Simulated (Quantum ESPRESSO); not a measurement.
# MoSe (Fm-3m) in Quantum ESPRESSO: single point with PBE

Aim: the single point of MoSe with PBE.

Everything below comes from runs of Quantum ESPRESSO 7.5. Logs are shortened: lines on timing, memory, paths and dates and some standing lists are left out, and cuts for length are marked.

**1. The crystal as given**

Symmetry: Fm-3m, No. 225, cubic system. Conventional cell: a = 5.786 Å, b = 5.786 Å, c = 5.786 Å, α = 90.00°, β = 90.00°, γ = 90.00°. Mo (site symmetry m-3m) has 6 Se at 2.89 Å as nearest neighbours. Se (site symmetry m-3m) has 6 Mo at 2.89 Å as nearest neighbours.

The cell was built by a generator and needn't be a form met in nature.

**2. Single point, PBE**

pw.in reads:

```
&CONTROL
  calculation = 'scf'
  prefix = 'pwscf'
  outdir = './tmp'
  pseudo_dir = './pseudo'
  tprnfor = .true.
  tstress = .true.
  disk_io = 'nowf'
/
&SYSTEM
  ibrav = 0
  nat = 2
  ntyp = 2
  ecutwfc = 70
  nbnd = 16
  occupations = 'smearing'
  smearing = 'fd'
  degauss = 0.00367493
/
&ELECTRONS
  conv_thr = 4d-10
  electron_maxstep = 120
  mixing_beta = 0.5
/
ATOMIC_SPECIES
Mo    95.9500 Mo_ONCV_PBE-1.2.upf
Se    78.9710 Se_ONCV_PBE-1.2.upf
CELL_PARAMETERS angstrom
   0.0000000000    2.8928795100    2.8928795100
   2.8928795100    0.0000000000    2.8928795100
   2.8928795100    2.8928795100    0.0000000000
ATOMIC_POSITIONS crystal
Mo     0.0000000000    0.0000000000    0.0000000000
Se     0.5000000000    0.5000000000    0.5000000000
K_POINTS automatic
5 5 5 0 0 0
```

Potentials or basis: SG15 PBE 1.2.

Started as:

```bash
$ OMP_NUM_THREADS=1 mpirun -n 2 pw.x -nk 2 -in pw.in > pw.out
```

pw.out:

```text
This program is part of the open-source Quantum ESPRESSO suite
     for quantum simulation of materials; please cite
[... 6 lines left out ...]
     using ibrav=0 with symmetry is DISCOURAGED, use correct ibrav instead

     K-points division:     npool     =       2
     Subspace diagonalization in iterative solution of the eigenvalue problem:
     a serial algorithm will be used

     G-vector sticks info
     --------------------
     sticks:   dense  smooth     PW     G-vecs:    dense   smooth      PW
     Sum        1159    1159    337                25821    25821    4015

     Using Slab Decomposition

     bravais-lattice index     =            0
     lattice parameter (alat)  =       7.7312  a.u.
     unit-cell volume          =     326.7515 (a.u.)^3
     number of atoms/cell      =            2
     number of atomic types    =            2
     number of electrons       =        20.00
     number of Kohn-Sham states=           16
     kinetic-energy cutoff     =      70.0000  Ry
     charge density cutoff     =     280.0000  Ry
     scf convergence threshold =      4.0E-10
     mixing beta               =       0.5000
     number of iterations used =            8  plain     mixing
     Exchange-correlation= PBE
                           (   1   4   3   4   0   0   0)

     celldm(1)=   7.731152  celldm(2)=   0.000000  celldm(3)=   0.000000
     celldm(4)=   0.000000  celldm(5)=   0.000000  celldm(6)=   0.000000

     crystal axes: (cart. coord. in units of alat)
               a(1) = (   0.000000   0.707107   0.707107 )
               a(2) = (   0.707107   0.000000   0.707107 )
               a(3) = (   0.707107   0.707107   0.000000 )

     reciprocal axes: (cart. coord. in units 2 pi/alat)
               b(1) = ( -0.707107  0.707107  0.707107 )
               b(2) = (  0.707107 -0.707107  0.707107 )
               b(3) = (  0.707107  0.707107 -0.707107 )

     PseudoPot. # 1 for Mo read from file:
     Mo_ONCV_PBE-1.2.upf
     Pseudo is Norm-conserving, Zval = 14.0
     Generated using ONCVPSP code by D. R. Hamann
     Using radial grid of  602 points,  6 beta functions with:
                l(1) =   0
                l(2) =   0
                l(3) =   1
                l(4) =   1
                l(5) =   2
                l(6) =   2

     PseudoPot. # 2 for Se read from file:
     Se_ONCV_PBE-1.2.upf
     Pseudo is Norm-conserving, Zval =  6.0
     Generated using ONCVPSP code by D. R. Hamann
     Using radial grid of  602 points,  6 beta functions with:
                l(1) =   0
                l(2) =   0
                l(3) =   1
                l(4) =   1
                l(5) =   2
                l(6) =   2

     atomic species   valence    mass     pseudopotential
     Mo               14.00    95.95000     Mo( 1.00)
     Se                6.00    78.97100     Se( 1.00)

     48 Sym. Ops., with inversion, found

   Cartesian axes

     site n.     atom                  positions (alat units)
         1        Mo     tau(   1) = (   0.0000000   0.0000000   0.0000000  )
         2        Se     tau(   2) = (   0.7071068   0.7071068   0.7071068  )

     number of k points=    10  Fermi-Dirac smearing, width (Ry)=  0.0037
                       cart. coord. in units 2pi/alat
        k(    1) = (   0.0000000   0.0000000   0.0000000), wk =   0.0160000
        k(    2) = (   0.1414214   0.1414214  -0.1414214), wk =   0.1280000
        k(    3) = (   0.2828427   0.2828427  -0.2828427), wk =   0.1280000
        k(    4) = (   0.2828427  -0.0000000   0.0000000), wk =   0.0960000
        k(    5) = (   0.4242641   0.1414214  -0.1414214), wk =   0.3840000
        k(    6) = (  -0.1414214  -0.4242641   0.4242641), wk =   0.3840000
        k(    7) = (   0.0000000  -0.2828427   0.2828427), wk =   0.1920000
        k(    8) = (   0.5656854  -0.0000000   0.0000000), wk =   0.0960000
        k(    9) = (   0.0000000  -0.5656854   0.5656854), wk =   0.1920000
        k(   10) = (  -0.1414214  -0.4242641   0.7071068), wk =   0.3840000

     Dense  grid:    25821 G-vectors     FFT dimensions: (  45,  45,  45)

     Initial potential from superposition of free atoms

     starting charge      19.8914, renormalised to      20.0000
     Starting wfcs are random

     Self-consistent Calculation

     iteration #  1     ecut=    70.00 Ry     beta= 0.50
     Davidson diagonalization with overlap
     ethr =  1.00E-02,  avg # of iterations =  8.7

     Threshold (ethr) on eigenvalues was too large:
     Diagonalizing with lowered threshold

     Davidson diagonalization with overlap
     ethr =  5.02E-05,  avg # of iterations =  5.1

     total energy              =    -155.89558429 Ry
     estimated scf accuracy    <       0.00909157 Ry

     iteration #  2     ecut=    70.00 Ry     beta= 0.50
     Davidson diagonalization with overlap
     ethr =  4.55E-05,  avg # of iterations =  1.4
[... 43 lines left out ...]
     total energy              =    -155.89672769 Ry
     estimated scf accuracy    <          1.2E-09 Ry

     iteration #  9     ecut=    70.00 Ry     beta= 0.50
     Davidson diagonalization with overlap
     ethr =  5.77E-12,  avg # of iterations =  2.0

     End of self-consistent calculation

          k = 0.0000 0.0000 0.0000 (  3215 PWs)   bands (ev):

   -51.4072 -25.4353 -25.4353 -25.4353  -4.2698   7.9114   7.9114   7.9114
     8.8512   8.8512   8.8512   9.0321   9.0321  10.7133  18.2986  20.0184

          k = 0.1414 0.1414-0.1414 (  3263 PWs)   bands (ev):

   -51.4068 -25.4446 -25.4363 -25.4363  -4.0338   5.9647   6.7826   6.7826
     9.1823   9.1823   9.2989  10.5943  10.5943  12.5796  17.0740  18.5157

          k = 0.2828 0.2828-0.2828 (  3233 PWs)   bands (ev):

   -51.4061 -25.4598 -25.4380 -25.4380  -3.5962   4.2364   5.9608   5.9608
     9.7912   9.7912   9.9982  12.4208  12.4208  12.8351  16.1775  16.1775

          k = 0.2828-0.0000 0.0000 (  3227 PWs)   bands (ev):

   -51.4066 -25.4436 -25.4387 -25.4387  -3.9853   5.5554   7.1725   7.1725
     8.4836   9.1964   9.9118   9.9118  10.0759  13.9148  16.8123  17.8793

          k = 0.4243 0.1414-0.1414 (  3240 PWs)   bands (ev):

   -51.4060 -25.4547 -25.4415 -25.4407  -3.6707   4.7689   6.0843   6.4298
     8.8646   9.8620  10.1486  10.7305  11.3408  14.1594  15.3979  17.5029

          k =-0.1414-0.4243 0.4243 (  3219 PWs)   bands (ev):

   -51.4058 -25.4585 -25.4448 -25.4397  -3.5133   4.4255   5.7221   5.9414
     9.6908   9.8733  10.0784  11.0678  12.1998  13.8558  15.6525  17.0222

          k = 0.0000-0.2828 0.2828 (  3246 PWs)   bands (ev):

   -51.4062 -25.4515 -25.4425 -25.4369  -3.7564   4.9375   6.1112   6.3695
     9.3599   9.6620   9.9749  10.0784  12.3778  13.9739  16.3957  16.6892

          k = 0.5657-0.0000 0.0000 (  3250 PWs)   bands (ev):

   -51.4057 -25.4566 -25.4442 -25.4442  -3.6341   4.9602   6.8403   6.8403
     7.9696   9.4803  10.2902  10.2902  10.6383  12.0230  17.7249  18.1099

          k = 0.0000-0.5657 0.5657 (  3230 PWs)   bands (ev):

   -51.4055 -25.4562 -25.4491 -25.4435  -3.5400   5.2207   5.6639   6.3860
     8.6861  10.1355  10.2876  10.4685  10.4720  12.7015  17.0317  17.7074

          k =-0.1414-0.4243 0.7071 (  3221 PWs)   bands (ev):

   -51.4056 -25.4547 -25.4487 -25.4431  -3.5306   4.9667   5.8453   5.8905
     9.3472   9.8957  10.1535  10.2838  11.0822  14.3599  15.9908  16.9502

     the Fermi energy is     9.9425 ev

!    total energy              =    -155.89672770 Ry
     estimated scf accuracy    <          7.3E-11 Ry
     smearing contrib. (-TS)   =      -0.00449802 Ry
     internal energy E=F+TS    =    -155.89222968 Ry

     The total energy is F=E-TS. E is the sum of the following terms:
     one-electron contribution =     -56.12010183 Ry
     hartree contribution      =      33.74978529 Ry
     xc contribution           =     -19.49043839 Ry
     ewald contribution        =    -114.03147475 Ry

     convergence has been achieved in   9 iterations

     Forces acting on atoms (cartesian axes, Ry/au):

     atom    1 type  1   force =    -0.00000000   -0.00000000    0.00000000
     atom    2 type  2   force =     0.00000000   -0.00000000    0.00000000

     Total force =     0.000000     Total SCF correction =     0.000000

     Computing stress (Cartesian axis) and pressure

          total   stress  (Ry/bohr**3)                   (kbar)     P=     -200.49
  -0.00136291  -0.00000000   0.00000000         -200.49       -0.00        0.00
  -0.00000000  -0.00136291   0.00000000           -0.00     -200.49        0.00
   0.00000000   0.00000000  -0.00136291            0.00        0.00     -200.49

=------------------------------------------------------------------------------=
   JOB DONE.
=------------------------------------------------------------------------------=
```

It took 6.9 s on 2 MPI ranks of Arm Neoverse V1, shared host; peak memory 0.14 GiB.

Results:

```
Free energy            : -2121.0830 eV
Pressure               : -20.0 GPa
Band gap on the k mesh : none (metal or under the smearing width)
```

Caveat: the k mesh is coarse (spacing up to 0.38 Å⁻¹), so the values aren't converged; so large a pressure means that the cell lies far from this level's equilibrium, or that cutoff or potentials fall short.
